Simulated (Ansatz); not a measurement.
# NiGe3O4: the cost of one run

Program: Ansatz 0.2.0. Level of theory: DFT PBE, scalar-relativistic, plane waves, PAW, unless a step names another level. These are calculated values, not measurements.

3 further runs of the same task are left out: 2 that didn't finish, 1 set aside as unsound or not needed.

### Step 1. Starting point

Symmetry: P4mm, No. 99, tetragonal system. The conventional cell has a = 5.142 Å, b = 5.142 Å, c = 4.688 Å, α = 90.00°, β = 90.00°, γ = 90.00°. Ni (site symmetry 4mm) is surrounded by 4 O at 1.86 Å. Around Ge (site symmetry 2mm) lie 4 O at 2.11 Å. Ge (site symmetry 4mm) has 4 O at 2.11 Å as nearest neighbours. Around O (site symmetry m) lie 1 Ni at 1.86 Å and 3 Ge at 2.11 Å.

Structure file:

```
CELL_PARAMETERS angstrom
5.14249 0.00000 0.00000
0.00000 5.14249 0.00000
0.00000 0.00000 4.68794
ATOMIC_POSITIONS crystal
Ni 0.00000 0.00000 0.07292
Ge 0.50000 0.00000 0.78836
Ge 0.50000 0.50000 0.25095
Ge 0.00000 0.50000 0.78836
O 0.25248 0.74752 0.01485
O 0.74752 0.25248 0.01485
O 0.74752 0.74752 0.01485
O 0.25248 0.25248 0.01485
```

It came out lowest among 25 distinct ends of the trial cells. At a tolerance of 0.05 Å it has space group P4mm (No. 99).

### Step 2. Relaxing to 0.001 eV/Å, on the response runs' mesh and smearing

input.yaml

```yaml
crystal:
  lattice:
    - [5.1424887629, 0.0, 0.0]
    - [0.0, 5.1424887629, 0.0]
    - [0.0, 0.0, 4.6879419875]
  atoms:
    - { symbol: Ni, position: [0.0, 0.0, 0.0729192817] }
    - { symbol: Ge, position: [0.5, 0.0, 0.7883607373] }
    - { symbol: Ge, position: [0.5, 0.5, 0.2509527957] }
    - { symbol: Ge, position: [0.0, 0.5, 0.7883607373] }
    - { symbol: O, position: [0.2524784116, 0.7475215884, 0.014851612] }
    - { symbol: O, position: [0.7475215884, 0.2524784116, 0.014851612] }
    - { symbol: O, position: [0.7475215884, 0.7475215884, 0.014851612] }
    - { symbol: O, position: [0.2524784116, 0.2524784116, 0.014851612] }
basis:
  ecutwfc: 420
kpoints:
  mp_grid: { grid: [6, 6, 8] }
hamiltonian:
  xc: pbe
scf:
  occupations: { method: gaussian, width: 0.1 }
output:
  forces: true
  stress: true
  eigenvalues: true
  write_density: true
  write_potential: true
  elf: true
  volumetric_format: npy
relax:
  adjacent_minimum: "off"
  f_tol: 0.001
  max_steps: 60
  cell: { stress_tol: 0.01 }
```

Started as:

```sh
$ ansatz run input.yaml --threads 3 --pin off --max-ram 7680MiB --backend cpu --events-out ev --progress --plain --runs-dir out
```

What time and memory should one allow on 3 threads of Intel Xeon 6975P-C (Granite Rapids), shared host?

About 29 s, with a peak of 0.62 GiB.
